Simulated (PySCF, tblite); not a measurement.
**C₄H₅N₃OSi: geometry, infrared bands and NMR shifts**

What infrared bands and NMR shifts should C₄H₅N₃OSi (`c1nnc2c(n1)C[SiH2]O2`) show?

Computed with tblite 0.8.0 and PySCF 2.14.0, with density-fitted response routines of our own, on a single molecule in the gas phase. Atoms count from 0, in the outputs and in this text.

**1. The molecule as given**

14 atoms, charge 0, multiplicity 1; geometry from: force field or distance geometry start.

Bonds of the start (Å): C0–N1 1.35, N1–N2 1.36, N2–C3 1.35, C3–C4 1.38, C4–N5 1.35, C4–C6 1.52, C6–Si7 1.91, Si7–O8 1.69, N5–C0 1.36, O8–C3 1.39, C0–H9 1.07, C6–H10 1.09, C6–H11 1.09, Si7–H12 1.49, Si7–H13 1.48.

**2. Optimising the geometry with GFN2-xTB**

Job settings and geometry (Å):

```
{"job": {"kind": "relax", "xc": "GFN2-xTB", "basis": "xTB"}, "charge": 0, "multiplicity": 1}
C      2.485800     0.758300    -0.271200
N      2.719300    -0.156300     0.688200
N      1.700300    -0.883700     1.214000
C      0.474800    -0.616600     0.706100
C      0.267300     0.329500    -0.271500
N      1.268100     1.055500    -0.805600
C     -1.162500     0.512900    -0.744300
Si    -2.032200    -0.771900     0.373200
O     -0.639800    -1.303200     1.167900
H      3.330200     1.306500    -0.641000
H     -1.267900     0.259500    -1.801600
H     -1.519300     1.520300    -0.532400
H     -2.644300    -1.874300    -0.417900
H     -2.980500    -0.136900     1.313900
```

Run with:

```
$ OMP_NUM_THREADS=1 python probes_run.py task.json out
```

The driver reads the jobs from task.json and runs them one after another.

**Question.** This job is followed by: GFN2-xTB harmonic vibrations, gas phase; GIAO PBE0/pcSseg-1 NMR shielding, non-relativistic, gas phase. Predict these results of the whole session: strongest single infrared mode (GFN2-xTB); zero-point energy (GFN2-xTB); 13C shifts against TMS (PBE0/pcSseg-1); 1H shifts against TMS (PBE0/pcSseg-1, means over atoms taken as alike); 15N shifts against NH3 (PBE0/pcSseg-1); 29Si shifts against TMS (PBE0/pcSseg-1); 17O shifts against H2O (PBE0/pcSseg-1).

**Answer**, as computed:

| quantity | value |
| --- | --- |
| strongest single infrared mode (GFN2-xTB) | 1403 cm⁻¹, 408 km/mol |
| zero-point energy (GFN2-xTB) | 56.3 kcal/mol |
| 13C shifts against TMS (PBE0/pcSseg-1) | 174.5, 156.9, 155.0, 16.6 ppm |
| 1H shifts against TMS (PBE0/pcSseg-1, means over atoms taken as alike) | 9.51, 5.52, 2.67 ppm |
| 15N shifts against NH3 (PBE0/pcSseg-1) | 422.6, 421.7, 337.3 ppm |
| 29Si shifts against TMS (PBE0/pcSseg-1) | -1.6 ppm |
| 17O shifts against H2O (PBE0/pcSseg-1) | 119.5 ppm |

**Reading.** Over 21 steps the energy fell by 0.380 eV; of the close pairs, C3–O8 changed most, 1.388 to 1.332 Å. All 36 modes are real, so the xTB geometry is a minimum. The strongest single mode, at 1403 cm⁻¹, is spread over many atoms; the largest shares are those of C3, C4. GFN2-xTB is a fitted tight-binding method: band positions and strengths are rough. Its intensities can rank the bands wrongly. NICS(1)zz of -24 ppm above the planar ring from C0 marks a diatropic (aromatic) ring current.
